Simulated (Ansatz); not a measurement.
# CH₅Ge− (SMILES [CH2-][GeH3]): one structure at several levels

A test off equilibrium: a structure displaced at random from a GFN2-xTB minimum is computed at several levels, and each is set against CCSD(T).

Computed with Ansatz 0.2.0, Gaussian basis. Level: single points in def2-TZVPPD.

Correlated methods freeze the cores. Filled d shells of the heavier atoms are correlated.

## Step 1: Starting geometry

7 atoms, charge -1, spin multiplicity 1.

Atoms are counted from 1 here; the program's logs count them from 0.

Bond lengths: C1–Ge2 1.813 Å, C1–H3 1.185 Å, Ge2–H5 1.421 Å, Ge2–H7 1.618 Å. Angles: Ge2–C1–H3 116.0°, C1–Ge2–H5 113.1°, C1–Ge2–H7 122.6°, H5–Ge2–H7 97.6°.

Coordinates:

| atom | x (Å) | y (Å) | z (Å) |
| --- | --- | --- | --- |
| C1 | -0.14490 | -1.25940 | -0.21750 |
| Ge2 | 0.18340 | 0.51950 | -0.10110 |
| H3 | -1.28330 | -1.58350 | -0.15540 |
| H4 | 0.46370 | -1.78320 | 0.92380 |
| H5 | -0.42390 | 1.26870 | -1.14430 |
| H6 | -0.51920 | 1.69870 | 1.15240 |
| H7 | 1.67220 | 1.14110 | -0.22990 |

## Step 2: CCSD(T)/def2-TZVPPD

File run/in.yaml:

```yaml
crystal:
  periodic: [false, false, false]
  atoms:
    - {symbol: C, position_ang: [-0.144900, -1.259400, -0.217500]}
    - {symbol: Ge, position_ang: [0.183400, 0.519500, -0.101100]}
    - {symbol: H, position_ang: [-1.283300, -1.583500, -0.155400]}
    - {symbol: H, position_ang: [0.463700, -1.783200, 0.923800]}
    - {symbol: H, position_ang: [-0.423900, 1.268700, -1.144300]}
    - {symbol: H, position_ang: [-0.519200, 1.698700, 1.152400]}
    - {symbol: H, position_ang: [1.672200, 1.141100, -0.229900]}
basis:
  gaussian: {orbitals: "def2-TZVPPD.json"}
total_charge: -1
correlation: {method: ccsd_t}
output: {forces: true}
```

The basis file named in the input lies beside it (Basis Set Exchange, JSON).

No record of the launch command was kept for these runs.

## Step 3: PBE0-D4/def2-TZVPPD

run/in.yaml: that of step 2 with these lines changed.

```diff
@@ -13,3 +13,3 @@
 total_charge: -1
-correlation: {method: ccsd_t}
-output: {forces: true}
+hamiltonian: {xc: pbe0, dispersion: d4}
+output: {forces: true, orbitals: {seedname: orbitals}}
```

## Step 4: wB97M-V/def2-TZVPPD

run/in.yaml: that of step 3 with these lines changed.

```diff
@@ -13,3 +13,3 @@
 total_charge: -1
-hamiltonian: {xc: pbe0, dispersion: d4}
-output: {forces: true, orbitals: {seedname: orbitals}}
+hamiltonian: {xc: {name: wB97M-V}}
+output: {forces: true}
```

## Step 5: r2SCAN-D4/def2-TZVPPD

run/in.yaml: that of step 4 with these lines changed.

```diff
@@ -13,3 +13,3 @@
 total_charge: -1
-hamiltonian: {xc: {name: wB97M-V}}
+hamiltonian: {xc: r2scan, dispersion: d4}
 output: {forces: true}
```

## Step 6: PBE-D4/def2-TZVPPD

run/in.yaml: that of step 5 with these lines changed.

```diff
@@ -13,3 +13,3 @@
 total_charge: -1
-hamiltonian: {xc: r2scan, dispersion: d4}
+hamiltonian: {xc: pbe, dispersion: d4}
 output: {forces: true}
```

## Step 7: BHLYP-D4/def2-TZVPPD

run/in.yaml: that of step 6 with these lines changed.

```diff
@@ -13,3 +13,3 @@
 total_charge: -1
-hamiltonian: {xc: pbe, dispersion: d4}
+hamiltonian: {xc: {name: BHLYP}, dispersion: d4}
 output: {forces: true}
```

## Step 8: revPBE-D4/def2-TZVPPD

run/in.yaml: that of step 7 with these lines changed.

```diff
@@ -13,3 +13,3 @@
 total_charge: -1
-hamiltonian: {xc: {name: BHLYP}, dispersion: d4}
+hamiltonian: {xc: {name: revPBE}, dispersion: d4}
 output: {forces: true}
```

(Steps that only read results are left out.)

**Question.** What will these runs give? Wanted: RMS force component; RMS force error; HOMO and LUMO, PBE0-D4; T1 diagnostic.

The runs gave:

| quantity | value |
| --- | --- |
| RMS force component | 1.649 to 1.855 eV/Å over the methods |
| RMS force error | PBE0-D4 0.130, wB97M-V 0.089, r2SCAN-D4 0.110, PBE-D4 0.206, BHLYP-D4 0.138, revPBE-D4 0.319 eV/Å |
| HOMO and LUMO, PBE0-D4 | -0.09 and 4.38 eV |
| T1 diagnostic | 0.014 |

In words: For forces wB97M-V does best and revPBE-D4 worst. Frozen-core CCSD(T) forces in triple zeta carry basis errors of their own, and this is one geometry, so small gaps rank nothing.
